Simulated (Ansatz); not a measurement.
# CH7BF2O2: the cost of one run

Method: UKS PBE0-D4/STO-3G, in Ansatz 0.2.0.

**1. Starting point**

Bond lengths: B1–C2 1.856 Å, B1–O3 1.372 Å, B1–O4 1.369 Å, B1–F6 1.688 Å, C2–H9 1.100 Å, C2–H10 1.088 Å, C2–H11 1.090 Å, O3–H12 0.955 Å, O4–H13 0.953 Å. Angles: B1–C2–H9 131.5°, B1–C2–H10 111.7°, B1–C2–H11 90.3°, H9–C2–H10 109.5°, H9–C2–H11 100.6°, H10–C2–H11 107.7°, C2–B1–O3 109.5°, C2–B1–O4 112.7°, C2–B1–F6 102.8°, O3–B1–O4 119.8°, O3–B1–F6 105.3°, O4–B1–F6 104.9°, B1–O3–H12 114.1°, B1–O4–H13 116.1°.

Coordinates:

```xyz
13

B    -0.0380   -0.6412   -0.3845
C    -0.3779    0.3337    1.1582
O    -0.9965   -0.3601   -1.3244
O     0.2996   -1.9423   -0.1238
H     1.0698    1.2202   -1.0322
F     1.3791    0.0659   -0.9695
H    -0.1409    1.2494    0.1308
F     0.3672    2.0777   -0.5798
H    -1.0487    1.1841    1.3499
H     0.5088    0.4230    1.7815
H    -0.9776   -0.4871    1.5514
H    -1.1187   -1.0492   -1.9739
H     1.0738   -2.0740    0.4164
```

**2. Run 1**

150 steps of 0.5 fs at constant energy, with velocities drawn for 600 K.

Contents of input.yaml:

```yaml
crystal:
  periodic: [false, false, false]
  atoms:
    - { symbol: B, position_ang: [-0.038, -0.6412, -0.3845] }
    - { symbol: C, position_ang: [-0.3779, 0.3337, 1.1582] }
    - { symbol: O, position_ang: [-0.9965, -0.3601, -1.3244] }
    - { symbol: O, position_ang: [0.2996, -1.9423, -0.1238] }
    - { symbol: H, position_ang: [1.0698, 1.2202, -1.0322] }
    - { symbol: F, position_ang: [1.3791, 0.0659, -0.9695] }
    - { symbol: H, position_ang: [-0.1409, 1.2494, 0.1308] }
    - { symbol: F, position_ang: [0.3672, 2.0777, -0.5798] }
    - { symbol: H, position_ang: [-1.0487, 1.1841, 1.3499] }
    - { symbol: H, position_ang: [0.5088, 0.423, 1.7815] }
    - { symbol: H, position_ang: [-0.9776, -0.4871, 1.5514] }
    - { symbol: H, position_ang: [-1.1187, -1.0492, -1.9739] }
    - { symbol: H, position_ang: [1.0738, -2.074, 0.4164] }
magnetization:
  spin_polarized: true
basis:
  gaussian: { orbitals: STO-3G }
hamiltonian:
  xc: pbe0
  dispersion: d4
md:
  timestep: 0.5
  n_steps: 150
  ensemble: nve
  temperature: 600.0
  initial_velocities: maxwell_boltzmann
  seed: 766126
```

Command:

```bash
> ansatz run input.yaml --threads 1 --pin off --max-ram 2048MiB --backend cpu --events-out ev --progress --plain --runs-dir out
```

What time and memory should one allow on 1 thread of Arm Neoverse V2, shared host?

About 8.6 min, with a peak of 0.14 GiB.
